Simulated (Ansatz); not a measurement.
# EuZn2Sb2: the cost of one run

Program: Ansatz 0.2.0 through its Python package. The levels of theory stand in the script. These are calculated values, not measurements.

## Step 1: Starting point

It takes space group P-3m1 (No. 164, trigonal). Conventional cell: a = 4.511 Å, b = 4.511 Å, c = 7.523 Å, α = 90.00°, β = 90.00°, γ = 120.00°. Around Eu (site symmetry -3m) lie 6 Sb at 3.29 Å and 6 Zn at 3.77 Å. Around Zn (site symmetry 3m) lie 4 Sb at 2.70 to 2.79 Å. Sb (site symmetry 3m) is surrounded by 4 Zn at 2.70 to 2.79 Å.

The script holds or builds the structure itself.

## Step 2: Script

run_lattice.py

```python
'''How the lattice of EuZn2Sb2 depends on the functional.'''

import warnings

import ansatz as az
from ase import Atoms
import numpy as np

def edges_and_angles(cell):
    cell = np.asarray(cell)
    a, b, c = np.linalg.norm(cell, axis=1)
    cosines = cell[1] @ cell[2] / (b * c), cell[0] @ cell[2] / (a * c), cell[0] @ cell[1] / (a * b)
    return (a, b, c, *np.degrees(np.arccos(cosines)))

warnings.simplefilter('ignore', az.DeckWarning)

atoms = Atoms(
    ['Eu', 'Zn', 'Zn', 'Sb', 'Sb'],
    scaled_positions=[
        (0.0, 0.0, 0.0),
        (2 / 3, 1 / 3, 0.361503),
        (1 / 3, 2 / 3, 0.638497),
        (2 / 3, 1 / 3, 0.732574),
        (1 / 3, 2 / 3, 0.267426),
    ],
    cell=[
        (4.510865, 0.0, 0.0),
        (-2.255433, 3.906524, 0.0),
        (0.0, 0.0, 7.522546),
    ],
    pbc=True,
)
atoms.set_initial_magnetic_moments([7, 0.0, 0.0, 0.0, 0.0])
system = az.Crystal.from_ase(atoms)

setup = (
    system.calculation()
    .kpoints(8, 8, 4)
    .occupations('fermi_dirac')
    .spin('collinear')  # two spin channels
    .relax(cell=True, force_tolerance=0.03)  # relax until the tolerances are met
)

levels = [('r2scan', 'd4'), ('r2scan', 'none'), ('lda', 'none')]
print('level            a       b       c    alpha   beta  gamma  V/atom  steps')
for name, dispersion in levels:
    seen = []
    run = setup.functional(name, dispersion=dispersion).session().plan()
    result = run.execute(on_event=lambda e: seen.append(e) if e['event'] == 'relax_step' else None)
    cell = result.lattice.cell_ang
    label = name if dispersion == 'none' else f'{name}+{dispersion}'
    print('{:13s} {:7.4f} {:7.4f} {:7.4f} {:6.2f} {:6.2f} {:6.2f}'.format(label, *edges_and_angles(cell)), f'{abs(np.linalg.det(cell)) / len(result.lattice.sites):7.3f} {len(seen):5d}')
```

## Step 3: The run

Started as:

```console
$ python run_lattice.py
```

**Question.** How long does this script take on 1 thread of Intel Xeon at 2.50GHz (Skylake/Cascade Lake), shared host, and how much memory does it need?

About 28 min, with a peak of 1.2 GiB.
